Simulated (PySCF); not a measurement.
# C6H5Br: the cost of one run

The runs use PySCF 2.14.0, with density-fitted response routines of our own; the level of theory stands in each step. All values are computed, except where a source is named. Atoms are numbered from 0 throughout.

### Step 1. Starting geometry

12 atoms, charge 0, multiplicity 1; geometry from: GFN2-xTB.

Bonds of the start (Å): Br0–C1 1.91, C1–C2 1.38, C2–C3 1.38, C3–C4 1.38, C4–C5 1.39, C5–C6 1.38, C6–C1 1.38, C2–H7 1.08, C3–H8 1.08, C4–H9 1.08, C5–H10 1.08, C6–H11 1.08.

### Step 2. Geometry optimisation at PBE0-D3(BJ)/def2-SVP

Job settings and geometry (Å):

```
{"job": {"xc": "PBE0", "basis": "def2-SVP", "d3": "d3bj", "grid": 2, "kind": "geom"}, "charge": 0, "multiplicity": 1}
Br     1.622820     0.106930     0.004180
C     -0.281680    -0.018770     0.001580
C     -1.036260     1.141430    -0.016010
C     -2.416900     1.043020    -0.020790
C     -3.028840    -0.199380    -0.010990
C     -2.259290    -1.351040     0.007220
C     -0.877660    -1.267500     0.010450
H     -0.550610     2.105140    -0.023540
H     -3.013060     1.942930    -0.033610
H     -4.105810    -0.270610    -0.016460
H     -2.732320    -2.321370     0.016940
H     -0.269860    -2.159190     0.021160
```

Q: Estimate the wall time of this first job on 4 threads of Intel Xeon at 2.50GHz (Skylake/Cascade Lake), shared host.

About 1.8 min.
